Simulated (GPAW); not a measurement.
Runs of GPAW 26.7.0 on In3As. Symmetry: Pm-3m, No. 221, cubic system. The conventional cell has a = 4.672 Å, b = 4.672 Å, c = 4.672 Å, α = 90.00°, β = 90.00°, γ = 90.00°. Around In (site symmetry 4/mmm) lie 8 In at 3.30 Å and 4 As at 3.30 Å. Around As (site symmetry m-3m) lie 12 In at 3.30 Å. The cell comes from a database or a generator and needn't be the stable form of this composition.

| level | gap on the mesh (eV) | pressure (GPa) | relaxed volume (Å³/atom) |
| --- | --- | --- | --- |
| PBEsol+D3 | none | -0.1 | 23.43 |
| PBEsol+D4 | none | -0.1 | (b) |
| PBEsol | none | 0.0 | (a) |
| PBEsol+D3(BJ)+ATM | none | -0.1 | 22.95 |
| PBEsol+D3(BJ) | none | -0.1 | 22.83 |

Alike in all rows: task relaxation of cell and atoms; potentials or basis PAW data sets generated in the run's folder for this functional, pw; no spin polarisation; cell relaxed; k mesh 6 × 6 × 6; cutoff (eV) 600; smearing fermi-dirac 0.05 eV.

Q: Fill in the values left out.

A: (a) 23.99; (b) 23.31.

Caveats: later steps reuse the first step's grids; pairwise dispersion overbinds metals, which lowers pressure and volume (some runs).

A k mesh can miss the band edges, and the runs leave out spin-orbit coupling on As, In.

A gap of «none» marks a metal or a gap under the smearing width.
